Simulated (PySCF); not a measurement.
# InCl under other conditions

How does InCl answer to another spin, charge, distance or environment?

The runs use PySCF 2.14.0; method and basis as typed in the scripts.

1 further run of the same task is left out (it didn't finish).

### Step 1. Where the work starts

InCl: 2 atoms, charge 0, spin multiplicity 1.

Bond lengths: In1–Cl2 2.360 Å.

### Step 2. The run that the others are compared with

Contents of input.py:

```python
from pyscf import gto, scf, mp

mol = gto.M(
    atom='In 0 0 0; Cl 0 0 2.36',
    basis='def2-svp',
    ecp={'In': 'def2-svp'},
    charge=0,
    spin=0,
    verbose=4,
)
mf = scf.UHF(mol)
mf.kernel()
mp.MP2(mf, frozen=9).kernel()
mf.dip_moment()
print('orbital energies (hartree):', [e[max(0, n-3):n+3].round(4) for e, n in zip(mf.mo_energy, mol.nelec)])
```

On the command line:

```sh
python input.py
```

The log of this run is left out.

It gives: E(SCF) = -648.646430 Eh, 11 cycles, E(MP2) − E(SCF) = -0.19410 Eh, μ = 2.83 D (of the SCF density).

The bond length is a typed value, not an optimised one.

### Step 3. Bond 4.72 Å

Variant 1 changes bond length: 2.36 Å → 4.72 Å.

Contents of input.py:

```python
from pyscf import gto, scf, mp

mol = gto.M(
    atom='In 0 0 0; Cl 0 0 4.72',
    basis='def2-svp',
    ecp={'In': 'def2-svp'},
    charge=0,
    spin=0,
    verbose=4,
)
mf = scf.UHF(mol)
mf.kernel()
mp.MP2(mf, frozen=9).kernel()
mf.dip_moment()
print('orbital energies (hartree):', [e[max(0, n-3):n+3].round(4) for e, n in zip(mf.mo_energy, mol.nelec)])
```

On the command line:

```sh
python input.py
```

### Step 4. Bond 2.431 Å

Variant 2 changes bond length: 2.36 Å → 2.431 Å.

Changes to input.py since step 2:

```diff
@@ -3,3 +3,3 @@
 mol = gto.M(
-    atom='In 0 0 0; Cl 0 0 2.36',
+    atom='In 0 0 0; Cl 0 0 2.431',
     basis='def2-svp',
```

### Step 5. Bond 3.54 Å

Variant 3 changes bond length: 2.36 Å → 3.54 Å.

Changes to input.py since step 2:

```diff
@@ -3,3 +3,3 @@
 mol = gto.M(
-    atom='In 0 0 0; Cl 0 0 2.36',
+    atom='In 0 0 0; Cl 0 0 3.54',
     basis='def2-svp',
```

### Step 6. Bond 1.888 Å

Variant 4 changes bond length: 2.36 Å → 1.888 Å.

Changes to input.py since step 2:

```diff
@@ -3,3 +3,3 @@
 mol = gto.M(
-    atom='In 0 0 0; Cl 0 0 2.36',
+    atom='In 0 0 0; Cl 0 0 1.888',
     basis='def2-svp',
```

Before running it: what results should come out? Wanted: for each run, E(SCF); from base; gap; SCF dipole; after the SCF.

**Answer**, as computed:

```
         run  E(SCF) (hartree)  from base (eV)  cycles  gap (eV)  SCF dipole (D)                           after the SCF
        base       -648.646430               0      11      9.71            2.83  MP2 correlation -5.282 eV, core frozen
 bond 4.72 Å       -648.515303         +3.5681      12      4.74           18.25  MP2 correlation -4.917 eV, core frozen
bond 2.431 Å       -648.647845         -0.0385      11      9.72            3.37  MP2 correlation -5.261 eV, core frozen
 bond 3.54 Å       -648.576918         +1.8915      13      7.48           11.25  MP2 correlation -5.006 eV, core frozen
bond 1.888 Å       -648.514655         +3.5858      10      9.32            0.55  MP2 correlation -5.442 eV, core frozen
```

What this shows: Of the runs whose energies can be compared, “bond 1.888 Å” moves the SCF energy most (+3.586 eV). With bond 4.72 Å the frontier gap moves by over 1.5 eV, which can mean another electronic state rather than the bond length alone. With bond 3.54 Å the frontier gap moves by over 1.5 eV, which can mean another electronic state rather than the bond length alone.
